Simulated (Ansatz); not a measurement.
# C2H4FNSi: the cost of one run

All numbers below are computed with Ansatz 0.2.0 (RKS revPBE-D4/STO-3G).

## 1. The system as given

Bond lengths: C1–Si2 1.840 Å, Si2–F3 1.587 Å, Si2–C4 1.880 Å, C4–N5 1.168 Å, C1–H6 1.025 Å, C1–H7 1.124 Å, C1–H8 1.112 Å, Si2–H9 1.533 Å. Angles: C1–Si2–F3 105.3°, C1–Si2–C4 116.1°, C1–Si2–H9 109.0°, F3–Si2–C4 107.4°, F3–Si2–H9 108.6°, C4–Si2–H9 110.0°, Si2–C1–H6 114.3°, Si2–C1–H7 108.2°, Si2–C1–H8 108.8°, H6–C1–H7 108.1°, H6–C1–H8 111.4°, H7–C1–H8 105.6°, Si2–C4–N5 172.7°.

As a file:

```xyz
9

C    -0.6766   -1.0723   -0.1173
Si    0.6138    0.1642    0.3223
F     1.9550   -0.3829   -0.3251
C     0.3454    1.9073   -0.3281
N     0.0336    2.9561   -0.7366
H    -0.4968   -2.0155    0.2401
H    -1.6580   -0.7209    0.3034
H    -0.8086   -1.0743   -1.2213
H     0.7807    0.1921    1.8455
```

## 2. End point A

Contents of input.yaml:

```yaml
crystal:
  periodic: [false, false, false]
  atoms:
    - { symbol: C, position_ang: [-0.6766, -1.0723, -0.1173] }
    - { symbol: Si, position_ang: [0.6138, 0.1642, 0.3223] }
    - { symbol: F, position_ang: [1.955, -0.3829, -0.3251] }
    - { symbol: C, position_ang: [0.3454, 1.9073, -0.3281] }
    - { symbol: "N", position_ang: [0.0336, 2.9561, -0.7366] }
    - { symbol: H, position_ang: [-0.4968, -2.0155, 0.2401] }
    - { symbol: H, position_ang: [-1.658, -0.7209, 0.3034] }
    - { symbol: H, position_ang: [-0.8086, -1.0743, -1.2213] }
    - { symbol: H, position_ang: [0.7807, 0.1921, 1.8455] }
basis:
  gaussian: { orbitals: STO-3G }
hamiltonian:
  xc: revpbe
  dispersion: d4
relax:
  f_tol: 0.015
  max_steps: 40
```

Launch:

```
$ ansatz run input.yaml --threads 1 --pin off --max-ram 2048MiB --backend cpu --events-out ev --progress --plain --runs-dir out
```

Q: Estimate wall time and peak memory on 1 thread of Intel Xeon at 2.70GHz, shared host.

About 12 s, with a peak of 0.15 GiB.
